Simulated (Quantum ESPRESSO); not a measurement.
# SnO (P4/nmm) in Quantum ESPRESSO: a series of runs

The runs below take SnO through phonons, with LDA, PBEsol.

Program: Quantum ESPRESSO 7.5. These are calculated values, not measurements. Logs are shortened: lines on timing, memory, paths and dates and some standing lists are left out, and cuts for length are marked.

## (1) Starting point

It takes space group P4/nmm (No. 129, tetragonal). The conventional cell has a = 3.799 Å, b = 3.799 Å, c = 4.841 Å, α = 90.00°, β = 90.00°, γ = 90.00°. O (site symmetry -4m2) has 4 Sn at 2.22 Å as nearest neighbours. Sn (site symmetry 4mm) has 4 O at 2.22 Å as nearest neighbours.

## (2) Phonons, LDA

pw.in

```
&CONTROL
  calculation = 'scf'
  prefix = 'pwscf'
  outdir = './tmp'
  pseudo_dir = './pseudo'
  tprnfor = .true.
  tstress = .true.
  disk_io = 'low'
/
&SYSTEM
  ibrav = 0
  celldm(1) = 8
  nat = 4
  ntyp = 2
  ecutwfc = 84
  nbnd = 28
  occupations = 'smearing'
  smearing = 'fd'
  degauss = 0.00367493
/
&ELECTRONS
  conv_thr = 8d-10
  electron_maxstep = 120
  mixing_beta = 0.5
/
ATOMIC_SPECIES
O     15.9990 O.upf
Sn   118.7100 Sn.upf
CELL_PARAMETERS alat
  0.8972892071254   0.0000000000000   0.0000000000000
  0.0000000000000   0.8972892071254   0.0000000000000
  0.0000000000000   0.0000000000000   1.1434732780111
ATOMIC_POSITIONS crystal
O      0.0000000000    0.0000000000    0.0000000000
O      0.5000000000    0.5000000000    0.0000000000
Sn     0.5000000000    0.0000000000    0.2369000000
Sn     0.0000000000    0.5000000000    0.7631000000
K_POINTS automatic
8 8 6 0 0 0
```

relax.in

```
&CONTROL
  calculation = 'vc-relax'
  prefix = 'pwscf'
  outdir = './tmp'
  pseudo_dir = './pseudo'
  tprnfor = .true.
  tstress = .true.
  disk_io = 'low'
  nstep = 40
  forc_conv_thr = 0.0001
  etot_conv_thr = 1d-06
/
&SYSTEM
  ibrav = 0
  celldm(1) = 8
  nat = 4
  ntyp = 2
  ecutwfc = 84
  nbnd = 28
  occupations = 'smearing'
  smearing = 'fd'
  degauss = 0.00367493
/
&ELECTRONS
  conv_thr = 8d-10
  electron_maxstep = 120
  mixing_beta = 0.5
/
&IONS
  ion_dynamics = 'bfgs'
/
&CELL
  cell_dynamics = 'bfgs'
  press = 0
  press_conv_thr = 0.2
/
ATOMIC_SPECIES
O     15.9990 O.upf
Sn   118.7100 Sn.upf
CELL_PARAMETERS alat
  0.8972892071254   0.0000000000000   0.0000000000000
  0.0000000000000   0.8972892071254   0.0000000000000
  0.0000000000000   0.0000000000000   1.1434732780111
ATOMIC_POSITIONS crystal
O      0.0000000000    0.0000000000    0.0000000000
O      0.5000000000    0.5000000000    0.0000000000
Sn     0.5000000000    0.0000000000    0.2369000000
Sn     0.0000000000    0.5000000000    0.7631000000
K_POINTS automatic
8 8 6 0 0 0
```

scf2.in

```
&CONTROL
  calculation = 'scf'
  prefix = 'pwscf'
  outdir = './tmp'
  pseudo_dir = './pseudo'
  tprnfor = .true.
  tstress = .true.
  disk_io = 'low'
/
&SYSTEM
  ibrav = 0
  celldm(1) = 8
  nat = 4
  ntyp = 2
  ecutwfc = 84
  nbnd = 28
  occupations = 'smearing'
  smearing = 'fd'
  degauss = 0.00367493
/
&ELECTRONS
  conv_thr = 1d-13
  electron_maxstep = 120
  mixing_beta = 0.5
  startingpot = 'file'
  startingwfc = 'file'
/
ATOMIC_SPECIES
O     15.9990 O.upf
Sn   118.7100 Sn.upf
CELL_PARAMETERS alat
  0.8909166596016   0.0000000000000   0.0000000000000
  0.0000000000000   0.8909166596016   0.0000000000000
  0.0000000000000   0.0000000000000   1.0969871673459
ATOMIC_POSITIONS crystal
O      0.0000000000    0.0000000000    0.0000000000
O      0.5000000000    0.5000000000    0.0000000000
Sn     0.5000000000    0.0000000000    0.2465820795
Sn     0.0000000000    0.5000000000    0.7534179205
K_POINTS automatic
8 8 6 0 0 0
```

ph.in

```
phonons of SnO
&INPUTPH
  prefix = 'pwscf'
  outdir = './tmp'
  tr2_ph = 1d-18
  fildyn = 'dyn'
  niter_ph = 90
  alpha_mix(1) = 0.4
/
0.0000000000 0.0000000000 0.0000000000
```

dynmat.in

```
&INPUT
  fildyn = 'dyn'
  asr = 'crystal'
  filout = 'dynmat.disp'
  fileig = 'dynmat.eig'
/
```

Potentials or basis: PseudoDojo 0.4.1 SR LDA standard.

Command:

```sh
$ OMP_NUM_THREADS=1 mpirun -n 4 pw.x -nk 4 -in pw.in > pw.out
$ OMP_NUM_THREADS=1 mpirun -n 4 pw.x -nk 4 -in relax.in > relax.out
$ OMP_NUM_THREADS=1 mpirun -n 4 pw.x -nk 4 -in scf2.in > scf2.out
$ OMP_NUM_THREADS=1 mpirun -n 4 ph.x -nk 4 -in ph.in > ph.out
$ OMP_NUM_THREADS=1 mpirun -n 1 dynmat.x -in dynmat.in > dynmat.out
```

pw.out:

```text
This program is part of the open-source Quantum ESPRESSO suite
     for quantum simulation of materials; please cite
[... 6 lines left out ...]
     using ibrav=0 with symmetry is DISCOURAGED, use correct ibrav instead

     K-points division:     npool     =       4
     Subspace diagonalization in iterative solution of the eigenvalue problem:
     a serial algorithm will be used

     G-vector sticks info
     --------------------
     sticks:   dense  smooth     PW     G-vecs:    dense   smooth      PW
     Sum        1369    1369    401                48909    48909    7661

     Using Slab Decomposition

     bravais-lattice index     =            0
     lattice parameter (alat)  =       8.0000  a.u.
     unit-cell volume          =     471.3688 (a.u.)^3
     number of atoms/cell      =            4
     number of atomic types    =            2
     number of electrons       =        40.00
     number of Kohn-Sham states=           28
     kinetic-energy cutoff     =      84.0000  Ry
     charge density cutoff     =     336.0000  Ry
     scf convergence threshold =      8.0E-10
     mixing beta               =       0.5000
     number of iterations used =            8  plain     mixing
     Exchange-correlation= SLA  PW   NOGX NOGC
                           (   1   4   0   0   0   0   0)

     celldm(1)=   8.000000  celldm(2)=   0.000000  celldm(3)=   0.000000
     celldm(4)=   0.000000  celldm(5)=   0.000000  celldm(6)=   0.000000

     crystal axes: (cart. coord. in units of alat)
               a(1) = (   0.897289   0.000000   0.000000 )
               a(2) = (   0.000000   0.897289   0.000000 )
               a(3) = (   0.000000   0.000000   1.143473 )

     reciprocal axes: (cart. coord. in units 2 pi/alat)
               b(1) = (  1.114468  0.000000  0.000000 )
               b(2) = (  0.000000  1.114468  0.000000 )
               b(3) = (  0.000000  0.000000  0.874529 )

     PseudoPot. # 1 for O  read from file:
     O.upf
     Pseudo is Norm-conserving + core correction, Zval =  6.0
     Generated using ONCVPSP code by D. R. Hamann
     Using radial grid of  926 points,  5 beta functions with:
                l(1) =   0
                l(2) =   0
                l(3) =   1
                l(4) =   1
                l(5) =   2

     PseudoPot. # 2 for Sn read from file:
     Sn.upf
     Pseudo is Norm-conserving + core correction, Zval = 14.0
     Generated using ONCVPSP code by D. R. Hamann
     Using radial grid of 1608 points,  6 beta functions with:
                l(1) =   0
                l(2) =   0
                l(3) =   1
                l(4) =   1
                l(5) =   2
                l(6) =   2

     atomic species   valence    mass     pseudopotential
     O                 6.00    15.99900     O ( 1.00)
     Sn               14.00   118.71000     Sn( 1.00)

     16 Sym. Ops., with inversion, found ( 8 have fractional translation)

   Cartesian axes

     site n.     atom                  positions (alat units)
         1        O      tau(   1) = (   0.0000000   0.0000000   0.0000000  )
         2        O      tau(   2) = (   0.4486446   0.4486446   0.0000000  )
         3        Sn     tau(   3) = (   0.4486446   0.0000000   0.2708888  )
         4        Sn     tau(   4) = (   0.0000000   0.4486446   0.8725845  )

     number of k points=    60  Fermi-Dirac smearing, width (Ry)=  0.0037
                       cart. coord. in units 2pi/alat
        k(    1) = (   0.0000000   0.0000000   0.0000000), wk =   0.0052083
        k(    2) = (   0.0000000   0.0000000   0.1457548), wk =   0.0104167
        k(    3) = (   0.0000000   0.0000000   0.2915095), wk =   0.0104167
        k(    4) = (   0.0000000   0.0000000  -0.4372643), wk =   0.0052083
        k(    5) = (   0.0000000   0.1393085   0.0000000), wk =   0.0208333
        k(    6) = (   0.0000000   0.1393085   0.1457548), wk =   0.0416667
[... 52 lines left out ...]
        k(   59) = (  -0.5572339  -0.5572339   0.2915095), wk =   0.0104167
        k(   60) = (  -0.5572339  -0.5572339  -0.4372643), wk =   0.0052083

     Dense  grid:    48909 G-vectors     FFT dimensions: (  48,  48,  54)

     Initial potential from superposition of free atoms

     starting charge      39.9975, renormalised to      40.0000
     Starting wfcs are   26 randomized atomic wfcs +    2 random wfcs

     Self-consistent Calculation

     iteration #  1     ecut=    84.00 Ry     beta= 0.50
     Davidson diagonalization with overlap
     ethr =  1.00E-02,  avg # of iterations =  5.4

     total energy              =    -380.00648845 Ry
     estimated scf accuracy    <       1.02133621 Ry

     iteration #  2     ecut=    84.00 Ry     beta= 0.50
     Davidson diagonalization with overlap
     ethr =  2.55E-03,  avg # of iterations =  2.4
[... 50 lines left out ...]
     total energy              =    -380.41015946 Ry
     estimated scf accuracy    <          7.4E-09 Ry

     iteration # 10     ecut=    84.00 Ry     beta= 0.50
     Davidson diagonalization with overlap
     ethr =  1.85E-11,  avg # of iterations =  2.2

     End of self-consistent calculation

          k = 0.0000 0.0000 0.0000 (  6127 PWs)   bands (ev):

   -11.9833 -11.5620 -11.5620 -11.5445 -11.5065 -11.4947 -11.4480 -11.4357
   -11.4263 -11.4263 -10.1258  -7.2902   2.0849   3.2089   3.5399   3.5399
     6.3898   6.6887   6.6887   9.8258  11.9401  14.0909  14.5705  14.5705
    15.4804  15.4804  16.6560  17.1331

          k = 0.0000 0.0000 0.1458 (  6135 PWs)   bands (ev):

   -11.9792 -11.5557 -11.5557 -11.5487 -11.5025 -11.4915 -11.4516 -11.4389
   -11.4334 -11.4334 -10.1160  -7.2904   1.4573   3.5678   3.5678   4.1167
     6.3725   6.6846   6.6846   9.5959  11.5991  13.8049  13.8049  14.1958
    16.3996  16.3996  16.5850  17.3454
[... 113 lines left out ...]
          k = 0.0000-0.5572 0.2915 (  6144 PWs)   bands (ev):

   -11.8705 -11.8705 -11.5432 -11.5432 -11.5096 -11.5096 -11.4312 -11.4312
   -11.4309 -11.4309  -8.5400  -8.5400   2.1864   2.1864   4.4503   4.4503
     5.0151   5.0151   7.9239   7.9239  12.5611  12.5611  15.3761  15.3761
    16.1800  16.1800  19.1032  19.1032

          k = 0.0000-0.5572-0.4373 (  6088 PWs)   bands (ev):

   -11.8745 -11.8745 -11.5494 -11.5494 -11.5081 -11.5081 -11.4289 -11.4289
   -11.4251 -11.4251  -8.5326  -8.5326   2.1445   2.1445   4.3640   4.3640
     5.0245   5.0245   8.1447   8.1447  12.4240  12.4240  15.2645  15.2645
    16.4491  16.4491  18.8894  18.8894

          k = 0.1393 0.1393 0.0000 (  6139 PWs)   bands (ev):

   -11.9695 -11.5647 -11.5625 -11.5444 -11.5349 -11.4945 -11.4936 -11.4420
   -11.4282 -11.4237  -9.8529  -7.4466   1.9075   3.2089   3.5188   3.9864
     6.0026   6.0271   6.8568   9.8033  12.7524  13.3545  13.7244  14.6482
    14.9101  15.7911  17.7333  18.7681
[... 92 lines left out ...]
          k = 0.1393-0.5572 0.2915 (  6116 PWs)   bands (ev):

   -11.8769 -11.8769 -11.5387 -11.5387 -11.5045 -11.5045 -11.4392 -11.4392
   -11.4261 -11.4261  -8.4987  -8.4987   1.9623   1.9623   4.1025   4.1025
     5.6710   5.6710   7.8772   7.8772  12.5087  12.5087  14.6370  14.6370
    16.5140  16.5140  19.2394  19.2394

          k = 0.1393-0.5572-0.4373 (  6112 PWs)   bands (ev):

   -11.8790 -11.8790 -11.5434 -11.5434 -11.5040 -11.5040 -11.4327 -11.4327
   -11.4274 -11.4274  -8.4906  -8.4906   1.9497   1.9497   3.9851   3.9851
     5.6896   5.6896   8.0492   8.0492  12.5039  12.5039  14.5021  14.5021
    16.5105  16.5105  19.6997  19.6997

          k = 0.2786 0.2786 0.0000 (  6135 PWs)   bands (ev):

   -11.9469 -11.7577 -11.5471 -11.5128 -11.5113 -11.5018 -11.4666 -11.4453
   -11.4257 -11.4174  -9.2337  -7.8046   1.3629   2.4908   3.8111   5.1496
     5.4008   5.7628   7.0856   9.1894  11.8032  12.9390  13.9836  14.4544
    15.8604  16.4117  17.7120  18.6553
[... 64 lines left out ...]
          k = 0.2786-0.5572 0.2915 (  6118 PWs)   bands (ev):

   -11.8951 -11.8951 -11.5237 -11.5237 -11.4956 -11.4956 -11.4450 -11.4450
   -11.4249 -11.4249  -8.3969  -8.3969   1.4130   1.4130   4.0382   4.0382
     6.5161   6.5161   7.7230   7.7230  12.1471  12.1471  14.1185  14.1185
    16.5287  16.5287  18.8427  18.8427

          k = 0.2786-0.5572-0.4373 (  6124 PWs)   bands (ev):

   -11.8930 -11.8930 -11.5268 -11.5268 -11.4944 -11.4944 -11.4439 -11.4439
   -11.4288 -11.4288  -8.3873  -8.3873   1.4314   1.4314   3.8968   3.8968
     6.5434   6.5434   7.7639   7.7639  12.6436  12.6436  13.5743  13.5743
    16.3706  16.3706  19.8905  19.8906

          k = 0.4179 0.4179 0.0000 (  6113 PWs)   bands (ev):

   -11.9423 -11.8968 -11.5149 -11.5146 -11.5036 -11.4870 -11.4289 -11.4249
   -11.4185 -11.4114  -8.5805  -8.1439   0.8314   1.2066   4.3682   4.8790
     6.5700   6.8610   7.2869   8.3613  10.5845  11.2909  14.2348  14.7269
    16.8711  17.0111  17.2691  17.6026
[... 36 lines left out ...]
          k = 0.4179-0.5572 0.2915 (  6092 PWs)   bands (ev):

   -11.9161 -11.9161 -11.5119 -11.5119 -11.4846 -11.4846 -11.4452 -11.4452
   -11.4243 -11.4243  -8.2915  -8.2915   0.9044   0.9044   4.2153   4.2153
     7.1377   7.1377   7.4893   7.4893  11.6074  11.6074  14.3630  14.3630
    15.8884  15.8884  18.8921  18.8921

          k = 0.4179-0.5572-0.4373 (  6128 PWs)   bands (ev):

   -11.9101 -11.9101 -11.5111 -11.5111 -11.4833 -11.4833 -11.4538 -11.4538
   -11.4277 -11.4277  -8.2805  -8.2805   0.9310   0.9310   4.0934   4.0934
     7.1507   7.1507   7.3791   7.3791  12.4156  12.4156  13.5875  13.5875
    15.8344  15.8344  19.8342  19.8342

          k =-0.5572-0.5572 0.0000 (  6116 PWs)   bands (ev):

   -11.9455 -11.9455 -11.5214 -11.5214 -11.4767 -11.4767 -11.4148 -11.4148
   -11.4090 -11.4090  -8.2812  -8.2812   0.6268   0.6268   4.6814   4.6814
     7.3696   7.3696   7.9815   7.9815   9.9716   9.9716  14.2662  14.2662
    17.0198  17.0198  17.9287  17.9287

          k =-0.5572-0.5572 0.1458 (  6108 PWs)   bands (ev):

   -11.9391 -11.9391 -11.5180 -11.5180 -11.4767 -11.4767 -11.4209 -11.4209
   -11.4172 -11.4172  -8.2696  -8.2696   0.6528   0.6528   4.5547   4.5547
     7.3695   7.3695   7.7579   7.7579  10.3756  10.3756  14.6155  14.6155
    16.2845  16.2845  18.1830  18.1830

          k =-0.5572-0.5572 0.2915 (  6084 PWs)   bands (ev):

   -11.9253 -11.9253 -11.5106 -11.5106 -11.4766 -11.4766 -11.4456 -11.4456
   -11.4227 -11.4227  -8.2465  -8.2465   0.7067   0.7067   4.3278   4.3278
     7.3599   7.3599   7.3692   7.3692  11.3839  11.3839  14.8714  14.8714
    15.1971  15.1971  19.0403  19.0403

          k =-0.5572-0.5572-0.4373 (  6056 PWs)   bands (ev):

   -11.9179 -11.9179 -11.5065 -11.5065 -11.4766 -11.4766 -11.4584 -11.4584
   -11.4259 -11.4259  -8.2350  -8.2350   0.7346   0.7346   4.2247   4.2247
     7.1792   7.1792   7.3691   7.3691  12.2490  12.2490  13.8625  13.8625
    15.4260  15.4260  19.8653  19.8653

     the Fermi energy is     9.9429 ev

!    total energy              =    -380.41015946 Ry
     estimated scf accuracy    <          8.8E-11 Ry
     smearing contrib. (-TS)   =      -0.00007500 Ry
     internal energy E=F+TS    =    -380.41008446 Ry

     The total energy is F=E-TS. E is the sum of the following terms:
     one-electron contribution =    -137.18968714 Ry
     hartree contribution      =      96.26886050 Ry
     xc contribution           =    -103.38914931 Ry
     ewald contribution        =    -236.10010850 Ry

     convergence has been achieved in  10 iterations

     Forces acting on atoms (cartesian axes, Ry/au):

     atom    1 type  1   force =     0.00000000    0.00000000    0.00000000
     atom    2 type  1   force =     0.00000000    0.00000000    0.00000000
     atom    3 type  2   force =     0.00000000    0.00000000   -0.00226629
     atom    4 type  2   force =     0.00000000    0.00000000    0.00226629

     Total force =     0.003205     Total SCF correction =     0.000055

     Computing stress (Cartesian axis) and pressure

          total   stress  (Ry/bohr**3)                   (kbar)     P=      -20.38
  -0.00014040   0.00000000   0.00000000          -20.65        0.00        0.00
   0.00000000  -0.00014040   0.00000000            0.00      -20.65        0.00
   0.00000000   0.00000000  -0.00013489            0.00        0.00      -19.84

=------------------------------------------------------------------------------=
   JOB DONE.
=------------------------------------------------------------------------------=
```

It took 70 min on 4 MPI ranks of AMD EPYC, shared host; peak memory 0.52 GiB.

Results:

- Free energy: -5175.7670 eV
- Relaxed volume: 16.52 Å³/atom
- Relaxed cell: a = 3.772 Å, b = 3.772 Å, c = 4.644 Å, α = 90.00°, β = 90.00°, γ = 90.00°
- Space group after relaxing (to 0.05 Å): P4/nmm (No. 129)
- Pressure after relaxing: 0.0 GPa
- Band gap on the k mesh: none (metal or under the smearing width)
- Highest phonon frequency at Γ: 475 cm⁻¹

The path:
```
step  energy change (eV)  largest force (eV/Å)  pressure (GPa)  volume (Å³)
   1              0.0000                0.0583           -2.04        69.85
   2             -0.0067                0.1126           -0.95        69.13
   3             -0.0105                0.2089           -0.08        68.35
   4             -0.0135                0.2058            0.36        67.68
   5             -0.0170                0.1147            0.56        66.91
   6             -0.0193                0.0035            0.35        66.48
   7             -0.0211                0.0786            0.01        66.31
   8             -0.0226                0.0988           -0.23        66.18
   9             -0.0233                0.0577           -0.20        66.10
  10             -0.0234                0.0131           -0.07        66.07
  11             -0.0234                0.0006           -0.01        66.06
```

Final structure:
```
CELL_PARAMETERS angstrom
3.77162 0.00000 0.00000
0.00000 3.77162 0.00000
0.00000 0.00000 4.64400
ATOMIC_POSITIONS crystal
O 0.00000 0.00000 0.00000
O 0.50000 0.50000 0.00000
Sn 0.50000 0.00000 0.24658
Sn 0.00000 0.50000 0.75342
```

Levels at points of the mesh, in eV from the Fermi level:
```csv
k point,band 16,band 17,band 18,band 19,band 20,band 21,band 22,band 23,band 24,band 25
"(0.00, 0.00, 0.00)",-6.57,-3.64,-3.32,-3.32,-0.06,2.27,4.45,4.45,4.69,5.86
"(0.00, 0.00, -0.50)",-3.73,-3.34,-3.34,-2.83,-2.30,1.52,2.59,2.59,3.52,8.14
"(0.00, -0.50, 0.00)",-5.22,-5.07,-5.07,-2.94,-2.94,3.32,3.32,5.80,5.80,6.25
"(0.00, -0.50, -0.50)",-5.77,-5.02,-5.02,-1.83,-1.83,2.74,2.74,5.20,5.20,6.83
"(-0.50, -0.50, 0.00)",-5.35,-2.63,-2.63,-1.98,-1.98,-0.24,-0.24,4.42,4.42,7.63
"(-0.50, -0.50, -0.50)",-5.96,-2.98,-2.98,-2.63,-2.63,2.21,2.21,4.35,4.35,5.66
```

Phonon frequencies in cm⁻¹ (negative: imaginary):
```
              q point                                 frequencies
(0.000, 0.000, 0.000)  -2 0 0 119 119 214 283 283 359 369 475 475
```

Optical modes at Γ, degenerate ones joined:
| cm⁻¹ | components | symmetry | active in |
| --- | --- | --- | --- |
| 119 | 2 | Eg | Raman |
| 214 | 1 | A1g | Raman |
| 283 | 2 | Eu | IR |
| 359 | 1 | B1g | Raman |
| 369 | 1 | A2u | IR |
| 475 | 2 | Eg | Raman |

Caveat: the mesh is thin for the phonons of a metal; the layers were relaxed without a dispersion term, so their spacing and the soft interlayer modes are unreliable.

(Part 1 of 2 ends here.)
